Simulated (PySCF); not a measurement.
**CH6ClSi2 (SMILES C[Si]([SiH3])Cl): levels of theory compared**

Aim: a comparison of 3 runs (U-revPBE/def2-SVP, UPBE/def2-SVP, UPBE0/def2-SVP) of CH6ClSi2. Input form: a Python script.

Program for the calculation: PySCF 2.14.0.

### Step 1. The molecule

The species is CH6ClSi2 (10 atoms), meant as a doublet with charge 0. SMILES: `C[Si]([SiH3])Cl`. Geometry: relaxed at PBE0-D4/def2-TZVP.

Bond lengths: C1–Si2 1.872 Å, Si2–Si3 2.338 Å, Si2–Cl4 2.073 Å, C1–H5 1.093 Å, C1–H6 1.094 Å, C1–H7 1.092 Å, Si3–H8 1.485 Å, Si3–H9 1.490 Å, Si3–H10 1.489 Å. Some angles: C1–Si2–Si3 115.2°, C1–Si2–Cl4 108.2°, Si3–Si2–Cl4 108.6°, Si2–C1–H5 110.0°, Si2–C1–H6 110.4°, Si2–C1–H7 110.6°, Si2–Si3–H8 109.0°, Si2–Si3–H9 112.4°, Si2–Si3–H10 108.4°, H5–C1–H6 108.7°.

### Step 2. A single-point energy at U-revPBE/def2-SVP (run 1)

Contents of job.py:

```python
from pyscf import gto, dft

mol = gto.M(
    atom='''
C     -1.545040     2.600074    -1.434302
Si    -0.743418    -0.845463    -1.408602
Si     2.368772    -2.029377     1.495529
Cl    -4.012078    -2.858400    -0.623610
H      0.148721     3.715580    -1.823586
H     -2.312080     3.176252     0.396276
H     -2.950996     3.008633    -2.888068
H      2.816637    -4.791590     1.278211
H      1.646707    -1.418995     4.148138
H      4.739811    -0.653467     0.865117
''',
    charge=0,
    max_memory=1860,
    unit='bohr',
    spin=1,
    verbose=3,
    basis='def2-svp',
)

calc0 = dft.UKS(mol)
calc0.xc = 'revpbe'
calc0.conv_tol = 1e-10
calc0.grids.level = 5
calc0.kernel()
if not calc0.converged:
    calc0 = calc0.newton().run(calc0.mo_coeff, calc0.mo_occ)

e_final = calc0.e_tot
print(f'total energy: {e_final:.8f} hartree')
```

On the command line:

```
$ OMP_NUM_THREADS=1 python job.py
```

Standard output:

```text
<dir> SyntaxWarning: invalid escape sequence '\W'
  S = {(paw_set(r)[0], bool(re.search(r"spin_orbit\W+true|paw_fr", str((r.get("files") or {}).get("input") or "")) or re.search("(?i)spin.orbit\W+(value\W+)?(true|yes)|value\W+spin-orbit", json.dumps(r.get("inputs"), default=str)))) for r in records}

converged SCF energy = -1080.33277683404  <S^2> = 0.75242738  2S+1 = 2.0024259
total energy: -1080.33277683 hartree
```

Wall time 65 s (1 thread of Arm Neoverse V1, shared host); peak memory 0.54 GiB.

### Step 3. The energy at UPBE/def2-SVP (run 2)

Contents of geometry.xyz:

```xyz
10

C     -0.817600     1.375900    -0.759000
Si    -0.393400    -0.447400    -0.745400
Si     1.253500    -1.073900     0.791400
Cl    -2.123100    -1.512600    -0.330000
H      0.078700     1.966200    -0.965000
H     -1.223500     1.680800     0.209700
H     -1.561600     1.592100    -1.528300
H      1.490500    -2.535600     0.676400
H      0.871400    -0.750900     2.195100
H      2.508200    -0.345800     0.457800
```

Contents of job.py:

```python
from pyscf import gto, dft

system = gto.M(
    atom='geometry.xyz',
    spin=1,
    basis='def2-svp',
    charge=0,
    max_memory=1860,
    verbose=3,
)

myscf = dft.UKS(system, xc='pbe')
myscf.grids.level = 5
myscf.conv_tol = 1e-10
myscf.kernel()
if not myscf.converged:
    myscf = myscf.newton().run(myscf.mo_coeff, myscf.mo_occ)

e_final = myscf.e_tot
print('E = %.10f Eh' % e_final)
```

On the command line:

```
$ OMP_NUM_THREADS=1 python job.py
```

Standard output:

```text
<dir> SyntaxWarning: invalid escape sequence '\W'
  S = {(paw_set(r)[0], bool(re.search(r"spin_orbit\W+true|paw_fr", str((r.get("files") or {}).get("input") or "")) or re.search("(?i)spin.orbit\W+(value\W+)?(true|yes)|value\W+spin-orbit", json.dumps(r.get("inputs"), default=str)))) for r in records}

WARN: HOMO -0.174065569697905 >= LUMO -0.174065569697906

converged SCF energy = -1079.99648706751  <S^2> = 0.75212419  2S+1 = 2.0021231
E = -1079.9964870675 Eh
```

Run time: 63 s. Hardware: 1 thread of Arm Neoverse V1, shared host; peak memory 0.54 GiB.

### Step 4. The energy at UPBE0/def2-SVP (run 3)

Contents of run.py:

```python
# C[Si]([SiH3])Cl
from pyscf import gto, dft

mol = gto.Mole()
mol.atom = '''
C     -1.545040     2.600074    -1.434302
Si    -0.743418    -0.845463    -1.408602
Si     2.368772    -2.029377     1.495529
Cl    -4.012078    -2.858400    -0.623610
H      0.148721     3.715580    -1.823586
H     -2.312080     3.176252     0.396276
H     -2.950996     3.008633    -2.888068
H      2.816637    -4.791590     1.278211
H      1.646707    -1.418995     4.148138
H      4.739811    -0.653467     0.865117
'''
mol.max_memory = 1860
mol.verbose = 3
mol.basis = 'def2-svp'
mol.unit = 'bohr'
mol.spin = 1
mol.build()

calc0 = dft.UKS(mol)
calc0.xc = 'pbe0'
calc0.conv_tol = 1e-10
calc0.grids.level = 5
calc0.kernel()
if not calc0.converged:
    calc0 = calc0.newton().run(calc0.mo_coeff, calc0.mo_occ)

etot = calc0.e_tot
print('Final energy', etot)
```

On the command line:

```
$ OMP_NUM_THREADS=1 python run.py
```

Standard output:

```text
<dir> SyntaxWarning: invalid escape sequence '\W'
  S = {(paw_set(r)[0], bool(re.search(r"spin_orbit\W+true|paw_fr", str((r.get("files") or {}).get("input") or "")) or re.search("(?i)spin.orbit\W+(value\W+)?(true|yes)|value\W+spin-orbit", json.dumps(r.get("inputs"), default=str)))) for r in records}

converged SCF energy = -1080.10699520076  <S^2> = 0.75272862  2S+1 = 2.0027268
Final energy -1080.1069952007613
```

Wall time 61 s (1 thread of Arm Neoverse V1, shared host); peak memory 0.54 GiB.

### Step 5. The series

| run | level | energy (Eh) | dipole moment (D) | HOMO energy (eV) | LUMO energy (eV) | wall time |
| --- | --- | --- | --- | --- | --- | --- |
| 1 | U-revPBE/def2-SVP | -1080.332777 | 1.64 | -4.73 | -3.19 | 65 s |
| 2 | UPBE/def2-SVP | -1079.996487 | 1.63 | -4.72 | -3.29 | 63 s |
| 3 | UPBE0/def2-SVP | -1080.106995 | 1.76 | -5.86 | -2.48 | 61 s |

### Step 6. Outcome

```
                                 quantity           value
                      run 3: total energy  -1080.10700 Eh
                     run 3: dipole moment          1.76 D
run 3: HOMO energy (highest over α and β)        -5.86 eV
 run 3: LUMO energy (lowest over α and β)        -2.48 eV
                              run 3: ⟨S²⟩           0.753
```

**Reading.** The dipole moment (its size) runs from 1.63 D (UPBE/def2-SVP) to 1.76 D (UPBE0/def2-SVP). Totals of different functionals can't be ranked against each other. All runs together took 3.2 min, the longest 65 s.
